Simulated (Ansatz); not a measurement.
This script drives Ansatz 0.2.0, Python API.

Contents of `csmgf3.vasp`:
```text
CsMgF3
1.0
   4.25230700    0.00000000    0.00000000
   0.00000000    4.25230700    0.00000000
   0.00000000    0.00000000    4.25230700
Cs Mg F
1 1 3
Direct
   0.00000000    0.00000000    0.00000000
   0.50000000    0.50000000    0.50000000
   0.00000000    0.50000000    0.50000000
   0.50000000    0.00000000    0.50000000
   0.50000000    0.50000000    0.00000000
```

`csmgf3.py`:
```python
import ansatz as az
from ase.io import read
import numpy as np


def main() -> None:
    atoms = read("csmgf3.vasp", format="vasp")
    csmgf3 = az.Crystal.from_ase(atoms)

    base = (
        csmgf3.calculation()
        .basis(16 * az.Ha)
        .functional(az.Functional.LDA)
        .occupations("fixed")
        .kpoints(4)
        .optics(energy_step=0.1, nscf_kmesh=(5, 5, 5), broadening_width=0.1)
    )
    outcome = base.run(threads=1, pin="off")
    spectra = outcome.optics()
    energy, filling = np.asarray(spectra.photon_energy_ev), spectra.band_filling
    gapped = filling.kind == "insulating"
    eps1 = np.asarray(filling.eps1 if gapped else filling.eps1_interband)[:3].mean(axis=0)
    eps2 = np.asarray(filling.eps2 if gapped else filling.eps2_interband)[:3].mean(axis=0)
    print("filling:", filling.kind, "- valid up to", round(spectra.valid_up_to_ev, 2), "eV,", spectra.n_bands, "bands")
    top = min(8, spectra.valid_up_to_ev)
    print("E (eV)    eps1      eps2")
    for e in np.arange(0.5, top + 0.01, 0.5):
        print(f"{e:5.1f} {np.interp(e, energy, eps1):9.3f} {np.interp(e, energy, eps2):9.3f}")
    if gapped:
        print("eps_inf, bands beyond those summed included:", np.round(filling.eps_inf[:3], 3))
    print("f-sum electrons:", np.round(filling.get("f_sum_n_eff"), 3))


if __name__ == "__main__":
    main()
```

It is started by `python csmgf3.py`. How long does it take on 1 thread of Arm Neoverse V1 (shared host), and how much memory does it need?

It took about 22 s, with a peak of 0.67 GiB, for 1 run of the engine.

```console
$ python csmgf3.py
filling: insulating - valid up to 10.93 eV, 25 bands
E (eV)    eps1      eps2
  0.5     1.969     0.000
  1.0     1.975     0.000
  1.5     1.986     0.000
  2.0     2.002     0.000
  2.5     2.024     0.000
  3.0     2.052     0.000
  3.5     2.087     0.000
  4.0     2.132     0.000
  4.5     2.190     0.000
  5.0     2.265     0.000
  5.5     2.367     0.000
  6.0     2.524     0.000
  6.5     2.846     0.188
  7.0     2.843     0.420
  7.5     2.902     0.542
  8.0     3.066     0.649
eps_inf, bands beyond those summed included: [2.652 2.652 2.652]
f-sum electrons: [7.394 7.394 7.394]
```

This cell is a computed structure, which may not be the phase found in nature. Independent-particle spectra on Kohn-Sham bands hold no excitons, and semilocal gaps are too small.

(Lines on the test bed's own set-up are left out of the output.)
